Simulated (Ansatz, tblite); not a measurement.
**The cluster MoH₂O₄: competing shapes**

The task here is to estimate one member of a computed series from the others.

Computed with Ansatz 0.2.0, Gaussian basis. Level: relaxed with PBE-D4/def2-SVP, singlet.

1 further run of the same task is left out (set aside as unsound or not needed).

### The starting structure

7 atoms, charge 0, spin multiplicity 1.

Atoms are counted from 1 here; the program's logs count them from 0.

Bond lengths: Mo1–O2 1.652 Å, Mo1–O3 1.795 Å, Mo1–O4 1.798 Å, Mo1–O5 1.735 Å, Mo1–H7 1.649 Å, O3–O4 1.391 Å, O5–H6 0.956 Å. Angles: O2–Mo1–O3 108.5°, O2–Mo1–O4 123.1°, O2–Mo1–O5 110.4°, O2–Mo1–H7 100.3°, O3–Mo1–O4 45.6°, O3–Mo1–O5 106.7°, O3–Mo1–H7 131.5°, O4–Mo1–O5 124.7°, O4–Mo1–H7 86.0°, O5–Mo1–H7 98.3°, Mo1–O3–O4 67.4°, Mo1–O4–O3 67.1°, Mo1–O5–H6 168.3°.

Mo takes a core potential in the def2 sets. No spin-orbit coupling is included.

A search from random starts with GFN1-xTB found 9 distinct shapes; 3 go on here. The structure above is candidate A, which lies 0.00 eV above the lowest at that level; B lies 0.89 eV above the lowest at that level; C lies 3.66 eV above the lowest at that level.

The first run:

in.yaml

```yaml
crystal:
  periodic: [false, false, false]
  atoms:
    - {symbol: Mo, position_ang: [0.012120, -0.261970, 0.188940]}
    - {symbol: O, position_ang: [-0.947310, -1.599970, 0.329470]}
    - {symbol: O, position_ang: [-0.314620, 0.822120, 1.581390]}
    - {symbol: O, position_ang: [1.004180, 0.380660, 1.544180]}
    - {symbol: O, position_ang: [-0.396730, 0.627750, -1.243830]}
    - {symbol: H, position_ang: [-0.765310, 0.986780, -2.049260]}
    - {symbol: H, position_ang: [1.407680, -0.955370, -0.350900]}
basis:
  gaussian: {orbitals: def2-SVP}
hamiltonian: {xc: pbe, dispersion: d4}
scf: {omitted_lower_state_checks: [starts]}
output: {orbitals: {seedname: orbitals}}
relax: {f_tol: 0.02, max_steps: 100}
```

Launch:

```bash
$ ansatz run in.yaml --threads 2 --pin off --events-out ev --progress --plain --max-ram 4352MiB
```

Among the steps run: Relaxing candidate A; Relaxing candidate B; Relaxing candidate C; Candidate B, PBE0-D4/def2-TZVP; Candidate B, PBE-D4/def2-TZVP; Candidate B, r2SCAN-D4/def2-TZVP; Candidate B, CAM-B3LYP-D4/def2-TZVP; Candidate B, LDA/def2-TZVP; Candidate B, CCSD(T)/def2-TZVP; Candidate C, PBE0-D4/def2-TZVP; Candidate C, PBE-D4/def2-TZVP; Candidate C, r2SCAN-D4/def2-TZVP; Candidate C, CAM-B3LYP-D4/def2-TZVP; Candidate C, LDA/def2-TZVP; Candidate C, CCSD(T)/def2-TZVP.

One table of the session follows, with a row left open; its other results are not shown here.

```
                method  C above A (eV)
              GFN1-xTB           4.092
              GFN2-xTB           1.628
          HF/def2-TZVP           5.501
         LDA/def2-TZVP           4.299
      PBE-D4/def2-TZVP               ?
   r2SCAN-D4/def2-TZVP           4.567
     PBE0-D4/def2-TZVP           4.687
CAM-B3LYP-D4/def2-TZVP           4.866
         MP2/def2-TZVP           5.479
        CCSD/def2-TZVP           5.000
     CCSD(T)/def2-TZVP           4.810
```

Estimate the missing values for PBE-D4/def2-TZVP.

**Answer.** C above A (eV): 4.326. In the column «C above A (eV)» it lies between LDA/def2-TZVP (4.299) and r2SCAN-D4/def2-TZVP (4.567).

Among the levels timed on like hardware and quicker than the yardstick, those that no quicker one beats, quickest first: GFN2-xTB (0.008 s, -3.182 eV); GFN1-xTB (0.015 s, -0.718 eV); LDA/def2-TZVP (3.5 s, -0.511 eV); PBE-D4/def2-TZVP (6.8 s, -0.484 eV); PBE0-D4/def2-TZVP (9.7 s, -0.123 eV); CAM-B3LYP-D4/def2-TZVP (11 s, +0.056 eV).

Times add the two runs; a level without a time comes out of a correlated run.

To keep in mind: CCSD(T)/def2-TZVP isn't at the basis-set limit; small misses against it rank nothing. The search was small, so a lower isomer may exist. Only singlets are compared; another spin may lie lower and prefer another shape.
